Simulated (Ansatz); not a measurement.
Write the native input for Ansatz 0.2.0 that does the following.

```yaml
Task: relaxation of cell and atoms
Functional: RPBE
Potentials_or_basis: Ansatz PAW
Cutoff: "420 eV (not typed: the program's choice for these potentials)"
k_mesh: 7 × 7 × 7
Occupations: fermi-dirac, width 0.05 eV
Spin: no spin polarisation
```

The system is Ta3Cu.

```
Ta Cu
1.0
    -2.00651    2.00651    4.20817
     2.00651   -2.00651    4.20817
     2.00651    2.00651   -4.20817
Ta Cu
3 1
Direct
  0.50000 0.50000 0.00000
  0.25000 0.75000 0.50000
  0.75000 0.25000 0.50000
  0.00000 0.00000 0.00000
```

The cell comes from a database or a generator and needn't be the stable form of this composition.

These files were run (other wordings do the same):

input.yaml

```yaml
crystal:
  lattice:
    - [-2.006507, 2.006507, 4.20817]
    - [2.006507, -2.006507, 4.20817]
    - [2.006507, 2.006507, -4.20817]
  atoms:
    - { symbol: Ta, position: [0.5, 0.5, 0.0] }
    - { symbol: Ta, position: [0.25, 0.75, 0.5] }
    - { symbol: Ta, position: [0.75, 0.25, 0.5] }
    - { symbol: Cu, position: [0.0, 0.0, 0.0] }
hamiltonian:
  xc: rpbe
  pseudopotentials: { kind: paw }
kpoints:
  mp_grid: { grid: [7, 7, 7] }
scf:
  occupations: { method: fermi_dirac, width: 0.05 }
output:
  forces: true
  stress: true
  eigenvalues: true
relax:
  f_tol: 0.01
  max_steps: 40
  cell: { stress_tol: 0.05 }
```

Potentials or basis: Ansatz PAW.

The run is started by

```sh
$ ansatz run input.yaml --threads 2 --pin off --max-ram 5632MiB --backend cpu --events-out ev --progress --plain --runs-dir out
```

It gave:

| Item | Value |
| --- | --- |
| Relaxed volume | 17.31 Å³/atom |
| Relaxed cell | a = 5.108 Å, b = 5.108 Å, c = 5.108 Å, α = 133.34°, β = 133.34°, γ = 68.12° |
| Space group after relaxing (to 0.05 Å) | I4/mmm (No. 139) |
| Energy gained by relaxing | 4.6 meV/atom |
| Ionic steps | 4 |
| Pressure after relaxing | 0.0 GPa |
| Band gap on the k mesh | none (metal or under the smearing width) |

Caveat: the plane-wave basis is chosen anew once the cell has moved, so the energies of steps on either side of that aren't comparable; the PAW data sets come from PBE, with cores solved anew for the run's functional, which leaves a small shift of forces and pressure.

Wall time 19 s on 2 threads of Arm Neoverse V1, with other jobs on the host, peak memory 0.48 GiB.
